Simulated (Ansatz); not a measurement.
# Ga2C3: the cost of one run

Computed with Ansatz 0.2.0 (DFT PBE, scalar-relativistic, plane waves, PAW, unless a step's input says otherwise).

### 1 The structure to begin with

It takes space group Pm-3m (No. 221, cubic). Conventional cell: a = 5.291 Å, b = 5.291 Å, c = 5.291 Å, α = 90.00°, β = 90.00°, γ = 90.00°. Ga (site symmetry m-3m) has 6 C at 2.65 Å as nearest neighbours. Around Ga (site symmetry m-3m) lie 12 C at 3.74 Å. C (site symmetry 4/mmm) has 6 Ga at 2.65 to 3.74 Å as nearest neighbours.

Coordinates:

```xyz
5
Lattice="5.2907 0.0000 0.0000 0.0000 5.2907 0.0000 0.0000 0.0000 5.2907" Properties=species:S:1:pos:R:3 pbc="T T T"
Ga    2.6453    2.6453    2.6453
Ga    0.0000    0.0000    0.0000
C     0.0000    2.6453    2.6453
C     2.6453    0.0000    2.6453
C     2.6453    2.6453    0.0000
```

A structure generator made this guess: random cell by space group and Wyckoff sites (Pm-3m, No. 221). Lengths come from tabulated atomic sizes and are only a guess.

### 2 Probe: one point on a coarse mesh

The input, input.yaml:

```yaml
crystal:
  lattice:
    - [5.29069714, 0.0, 0.0]
    - [0.0, 5.29069714, 0.0]
    - [0.0, 0.0, 5.29069714]
  atoms:
    - { symbol: Ga, position: [0.5, 0.5, 0.5] }
    - { symbol: Ga, position: [0.0, 0.0, 0.0] }
    - { symbol: C, position: [0.0, 0.5, 0.5] }
    - { symbol: C, position: [0.5, 0.0, 0.5] }
    - { symbol: C, position: [0.5, 0.5, 0.0] }
basis:
  ecutwfc: 420
kpoints:
  mp_grid: { grid: [4, 4, 4] }
hamiltonian:
  xc: pbe
scf:
  occupations: { method: gaussian, width: 0.1 }
  lower_state_search: "off"
output:
  forces: true
  stress: true
  eigenvalues: true
```

The run is started by

```bash
ansatz run input.yaml --threads 1 --pin off --max-ram 2048MiB --backend cpu --events-out ev --progress --plain --runs-dir out
```

What time and memory should one allow on 1 thread of Intel Xeon 6975P-C (Granite Rapids), shared host?

About 1.2 s, with a peak of 0.42 GiB.
